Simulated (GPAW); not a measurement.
The system is GaGe3.

```
Ge Ga
1.0
     4.27847    0.00000    0.00000
     0.00000    4.27847    0.00000
     0.00000    0.00000    4.27847
Ge Ga
3 1
Direct
  0.50000 0.50000 0.00000
  0.50000 0.00000 0.50000
  0.00000 0.50000 0.50000
  0.00000 0.00000 0.00000
```

The cell comes from a database or a generator and needn't be the stable form of this composition.

Base run:

| Property | Result |
| --- | --- |
| Program | GPAW 26.7.0 |
| Functional | PBE |
| Potentials or basis | GPAW PAW data sets (gpaw-data 1.2.1) |
| Cutoff | 600 eV |
| Basis | pw |
| k mesh | 6 × 6 × 6 |
| Occupations | fermi-dirac, width 0.05 eV |
| Spin | no spin polarisation |

Its results: pressure -0.4 GPa.

Q: After a change of settings the same cell gave: pressure -2.9 GPa. Which change was it?
A. functional from PBE to r2SCAN
B. cutoff from 600 eV to 450 eV; k mesh from 6 × 6 × 6 to 5 × 5 × 5
C. functional from PBE to LDA; potentials or basis from GPAW PAW data sets (gpaw-data 1.2.1) to the program's PAW data sets (release 1.2.1) made for this functional

A: A.

Caveats: the PAW data sets were made with another functional, which shifts forces and pressure a little (some runs).

Not every run made on this cell is shown here.
